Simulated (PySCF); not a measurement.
# H8NiO4 ([Ni(H2O)4]2+): the cost of one run

Programs: PySCF 2.14.0, with routines of our own; each step states its level. All values are computed. Atoms count from 0.

## (1) The starting structure

13 atoms, charge 2, states of the metal's open shell are computed; geometry from: model geometry, bond lengths from ionic radii.

## (2) Ligand-field states: state-averaged CASSCF

The job: settings as JSON, then the geometry in Å.

```
{"job": {"kind": "lf", "basis": {"metal": "x2c-TZVPall", "ligand": "x2c-SVPall"}, "nevpt": true}, "charge": 2, "metal": "Ni", "open_shell": "d8"}
Ni     0.000000     0.000000     0.000000
O      1.114286     1.114286     1.114286
H      0.898254     1.994270     1.446263
H      1.994270     0.898254     1.446263
O     -1.114286    -1.114286     1.114286
H     -0.898254    -1.994270     1.446263
H     -1.994270    -0.898254     1.446263
O     -1.114286     1.114286    -1.114286
H     -1.994270     0.898254    -1.446263
H     -0.898254     1.994270    -1.446263
O      1.114286    -1.114286    -1.114286
H      1.994270    -0.898254    -1.446263
H      0.898254    -1.994270    -1.446263
```

Level: state-averaged CASSCF of the metal d shell, SC-NEVPT2 on the averaged canonical orbitals, state-interaction spin-orbit coupling.

Command:

```console
OMP_NUM_THREADS=1 python lf_run.py task.json out
```

One launch serves the whole session: the jobs run in the order shown.

**Question.** How long does this first job take on 1 thread of Intel Xeon Platinum 8559C, shared host, and how much memory does it need?

About 6.5 s, with a peak of 0.31 GiB.
